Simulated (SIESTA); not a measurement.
Runs of SIESTA 5.4.2 on Ir. The cell holds a sheet with vacuum, 1 atom: a = 2.452 Å, b = 2.452 Å, c = 23.800 Å, α = 90.00°, β = 90.00°, γ = 90.00°. The cell was built by a generator and needn't be a form met in nature.

```tsv
potentials or basis	gap on the mesh (eV)	work function (eV)
PseudoDojo 0.4 standard (PBE files), TZDP (energy shift 0.003 Ry; two zetas on semicore shells)	none	5.77
PseudoDojo 0.4 standard (PBE files), SZ (energy shift 0.003 Ry)	none	-2.21
PseudoDojo 0.4 standard (PBE files), SZP (energy shift 0.003 Ry)	none	(b)
PseudoDojo 0.4 standard (PBE files), DZDP (energy shift 0.003 Ry; two zetas on semicore shells)	none	5.90
PseudoDojo 0.4 standard (PBE files), DZP (energy shift 0.003 Ry; two zetas on semicore shells)	none	5.99
PseudoDojo 0.4 standard (PBE files), DZ (energy shift 0.003 Ry; two zetas on semicore shells)	none	5.40
PseudoDojo 0.4 standard (PBE files), TZP (energy shift 0.003 Ry; two zetas on semicore shells)	none	(a)
```

Alike in all rows: task single point; level PBE; no spin polarisation; cell as given; k mesh 11 × 11 × 1; smearing fermi-dirac 0.05 eV; grid cutoff 800 Ry; energy shift 0.003 Ry.

Q: Fill in the values left out.

A: (a) 5.84; (b) 4.94.

Caveats: the valence orbitals were made in a potential fitted to the semicore shell under them, which widens gaps by tenths of an eV or more; the basis of atomic orbitals isn't converged, which shifts pressures, moduli and gaps; the basis has no polarisation orbitals (some runs).

A k mesh can miss the band edges, and the runs leave out spin-orbit coupling on Ir.

A gap of «none» marks a metal or a gap under the smearing width.
